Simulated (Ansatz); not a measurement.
# In3Ga: the cost of one run

Program: Ansatz 0.2.0, driven from Python. Level of theory: DFT PBEsol+D3(BJ) with three-body term, plane waves, PAW. These are calculated values, not measurements.

### Step 1. Starting point

The structure is cubic, space group Fm-3m (No. 225). Conventional cell: a = 7.331 Å, b = 7.331 Å, c = 7.331 Å, α = 90.00°, β = 90.00°, γ = 90.00°. In (site symmetry -43m) has 4 In at 3.17 Å and 4 Ga at 3.17 Å as nearest neighbours. In (site symmetry m-3m) is surrounded by 8 In at 3.17 Å. Around Ga (site symmetry m-3m) lie 8 In at 3.17 Å.

The script holds or builds the structure itself.

### Step 2. The code

The input, smear_in3ga.py:

```python
"""Smearing width test for In3Ga."""

import ansatz as az
import matplotlib.pyplot as plt

structure = (
    az.Lattice.of((0.0, 3.665641, 3.665641), (3.665641, 0.0, 3.665641), (3.665641, 3.665641, 0.0))
    .atom("In", (0.25, 0.25, 0.25))
    .atom("In", (0.75, 0.75, 0.75))
    .atom("In", (0.5, 0.5, 0.5))
    .atom("Ga", (0.0, 0.0, 0.0))
)

setup = (
    structure.calculation()
    .functional("pbesol", dispersion="d3bjatm")
    .accuracy("low")  # preset for grids and thresholds
    .kpoints(4, 4, 4, center="monkhorst-pack")  # sampling of the Brillouin zone
    .mixing("msr1", beta=0.2)
)

rows = []
for value in [0.25, 0.15, 0.1, 0.05, 0.025]:
    report = setup.occupations("cold", width=value).run(threads=1, backend="cpu").report
    rows.append((value, report["free_energy_ev"] / len(report["lattice"]["sites"]), report["n_iterations"], report["n_kpoints"]))

print("  width (eV)   F/atom (eV)    iterations      k-points")
for row in rows:
    print(f"{str(row[0]):>12s}  {row[1]:12.5f}  {row[2]:12d}  {row[3]:12d}")

# differences from the last row
for row in rows[:-1]:
    shift = 1000 * (row[1] - rows[-1][1])
    print(f"{row[0]}: {shift:+.2f} meV/atom" + ("  (within 1 meV)" if abs(shift) < 1 else ""))
plt.figure(figsize=(4.5, 3))
plt.plot([str(row[0]) for row in rows], [1000 * (row[1] - rows[-1][1]) for row in rows], "o-")
plt.xlabel("width (eV)")
plt.ylabel("F - F(last) (meV/atom)")
plt.tight_layout()
plt.savefig("smear.png", dpi=100)
```

### Step 3. What the engine is handed

The package turns the script's settings into the engine's input (first run):

```yaml
crystal:
  lattice:
    - [0.0, 3.665641, 3.665641]
    - [3.665641, 0.0, 3.665641]
    - [3.665641, 3.665641, 0.0]
  atoms:
    - { symbol: In, position: [0.25, 0.25, 0.25] }
    - { symbol: In, position: [0.75, 0.75, 0.75] }
    - { symbol: In, position: [0.5, 0.5, 0.5] }
    - { symbol: Ga, position: [0.0, 0.0, 0.0] }
accuracy: low
kpoints:
  mp_grid:
    grid: [4, 4, 4]
    shift: [0.5, 0.5, 0.5]
hamiltonian:
  xc: pbesol
  dispersion: d3bjatm
scf:
  mixing:
    algorithm: msr1
    beta: 0.2
  occupations:
    method: cold
    width: 0.25
```

### Step 4. The run

The run is started by

```console
$ python smear_in3ga.py
```

**Question.** How long does this script take on 1 thread of Arm Neoverse V1, shared host, and how much memory does it need?

About 13 s, with a peak of 0.45 GiB.
